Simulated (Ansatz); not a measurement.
**PdI: strong compression**

The task here is to estimate one member of a computed series from the others.

Method: DFT, PBEsol, PAW with Ansatz's default frozen-core files, scalar-relativistic, in Ansatz 0.2.0.

### Starting point

The structure is cubic, space group F-43m (No. 216). Conventional cell: a = 6.173 Å, b = 6.173 Å, c = 6.173 Å, α = 90.00°, β = 90.00°, γ = 90.00°. Pd (site symmetry -43m) has 4 I at 2.67 Å in its first shell of neighbours. I (site symmetry -43m) is surrounded by 4 Pd at 2.67 Å.

Structure file:

```cif
data_structure
_symmetry_space_group_name_H-M 'F-43m'
_symmetry_Int_Tables_number 216
_cell_length_a 6.1733
_cell_length_b 6.1733
_cell_length_c 6.1733
_cell_angle_alpha 90.000
_cell_angle_beta 90.000
_cell_angle_gamma 90.000
_cell_volume 235.27
loop_
_atom_site_label
_atom_site_type_symbol
_atom_site_symmetry_multiplicity
_atom_site_Wyckoff_symbol
_atom_site_fract_x
_atom_site_fract_y
_atom_site_fract_z
_atom_site_occupancy
Pd1 Pd 4 a 0.00000 0.00000 0.00000 1
I1 I 4 d 0.25000 0.25000 0.75000 1
```

The file gives the conventional cell by its symmetry; the runs use the cell typed in the input.

Whether this phase is the stable one at these pressures isn't tested.

Atoms are numbered in the order of the input: Pd1, I2.

Set-up of the first run:

input.yaml reads:

```yaml
crystal:
  lattice:
    - [0.0, 3.0866686091, 3.0866686091]
    - [3.0866686091, 0.0, 3.0866686091]
    - [3.0866686091, 3.0866686091, 0.0]
  atoms:
    - { symbol: Pd, position: [0.0, 0.0, 0.0] }
    - { symbol: I, position: [0.25, 0.25, 0.25] }
kpoints:
  mp_grid: { grid: [12, 12, 12] }
scf:
  occupations: { method: fermi_dirac, width: 0.1 }
hamiltonian:
  xc: pbesol
  pseudopotentials: { kind: paw }
output:
  forces: true
  stress: true
  write_density: true
  write_potential: true
  elf: true
  volumetric_format: npy
relax:
  f_tol: 0.005
  max_steps: 40
  cell: {}
```

Started as:

```sh
$ ansatz run input.yaml --threads 1 --pin off --max-ram 2048MiB --backend cpu --events-out ev --progress --plain --runs-dir out
```

Among the steps run: Cell relaxed at zero pressure, PAW; Volume scaled by 1, PAW; Volume scaled by 1, PAW (cutoff 1000 eV); Volume scaled by 0.9, PAW; Volume scaled by 0.8, PAW; Volume scaled by 0.7, PAW; Volume scaled by 0.6, PAW; Volume scaled by 0.5, PAW; Volume scaled by 0.4, PAW; Volume scaled by 0.4, PAW (cutoff 800 eV).

One of the session's tables, all rows but one given; the rest of the session is left out.

```
              method  volume over the first  volume (Å³/atom)  pressure (GPa)
                 PAW                      1            28.027            0.00
                 PAW                    0.9            25.224            8.44
                 PAW                    0.8            22.422           24.64
                 PAW                    0.7                 ?               ?
                 PAW                    0.6            16.816          119.82
                 PAW                    0.5            14.014          255.74
                 PAW                    0.4            11.211          571.75
PAW (cutoff 1000 eV)                      1            28.027            0.00
 PAW (cutoff 800 eV)                    0.4            11.211          571.52
```

**Question.** Estimate the row for PAW, 0.7.

The run gave: volume (Å³/atom): 19.619; pressure (GPa): 56.19. In the column «volume (Å³/atom)» it lies between PAW, 0.6 (16.816) and PAW, 0.8 (22.422).
